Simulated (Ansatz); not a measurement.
# BiTe: the cost of one run

Method: DFT, PBE, plane-wave PAW, default files, scalar-relativistic, in Ansatz 0.2.0.

## 1. The structure to begin with

Symmetry: P-3m1, No. 164, trigonal system. The conventional cell has a = 4.422 Å, b = 4.422 Å, c = 24.050 Å, α = 90.00°, β = 90.00°, γ = 120.00°. Around Bi (site symmetry 3m) lie 6 Te at 3.09 to 3.28 Å. Around Bi (site symmetry 3m) lie 6 Te at 3.07 to 3.21 Å. Around Bi (site symmetry 3m) lie 3 Bi at 3.22 Å and 3 Te at 3.45 Å. Te (site symmetry 3m) is surrounded by 3 Bi at 3.09 Å. Around Te (site symmetry 3m) lie 6 Bi at 3.21 to 3.28 Å. Te (site symmetry 3m) is surrounded by 6 Bi at 3.07 to 3.45 Å.

As a file:

```
CELL_PARAMETERS angstrom
4.42200 0.00000 0.00000
-2.21100 3.82956 0.00000
0.00000 0.00000 24.05000
ATOMIC_POSITIONS crystal
Bi 0.00000 0.00000 0.12520
Bi 0.00000 0.00000 0.87480
Bi 0.33333 0.66667 0.29220
Bi 0.66667 0.33333 0.70780
Bi 0.66667 0.33333 0.45930
Bi 0.33333 0.66667 0.54070
Te 0.33333 0.66667 0.05300
Te 0.66667 0.33333 0.94700
Te 0.66667 0.33333 0.21110
Te 0.33333 0.66667 0.78890
Te 0.00000 0.00000 0.36310
Te 0.00000 0.00000 0.63690
```

## 2. Single point at the given positions

The input, input.yaml:

```yaml
crystal:
  lattice:
    - [4.4219981227, 0.0, 0.0]
    - [-2.2109990613, 3.8295627097, 0.0]
    - [0.0, 0.0, 24.05]
  atoms:
    - { symbol: Bi, position: [0.0, 0.0, 0.1252] }
    - { symbol: Bi, position: [0.0, 0.0, 0.8748] }
    - { symbol: Bi, position: [0.3333333333, 0.6666666667, 0.2922] }
    - { symbol: Bi, position: [0.6666666667, 0.3333333333, 0.7078] }
    - { symbol: Bi, position: [0.6666666667, 0.3333333333, 0.4593] }
    - { symbol: Bi, position: [0.3333333333, 0.6666666667, 0.5407] }
    - { symbol: Te, position: [0.3333333333, 0.6666666667, 0.053] }
    - { symbol: Te, position: [0.6666666667, 0.3333333333, 0.947] }
    - { symbol: Te, position: [0.6666666667, 0.3333333333, 0.2111] }
    - { symbol: Te, position: [0.3333333333, 0.6666666667, 0.7889] }
    - { symbol: Te, position: [0.0, 0.0, 0.3631] }
    - { symbol: Te, position: [0.0, 0.0, 0.6369] }
kpoints:
  mp_grid: { grid: [11, 11, 2] }
scf:
  occupations: { method: fermi_dirac, width: 0.02 }
hamiltonian:
  xc: pbe
  pseudopotentials: { kind: paw }
output:
  forces: true
  stress: true
  populations: true
  efg: { quadrupole_moments_barn: { Bi: -0.516 }, contact_densities: true }
  write_density: true
  write_potential: true
  elf: true
  volumetric_format: npy
```

Run with:

```bash
> ansatz run input.yaml --threads 4 --pin off --max-ram 8192MiB --backend cpu --events-out ev --progress --plain --runs-dir out
```

Q: Estimate wall time and peak memory on 4 threads of Intel Xeon Platinum 8259CL at 2.50GHz (Skylake/Cascade Lake), shared host.

About 33 s, with a peak of 2 GiB.
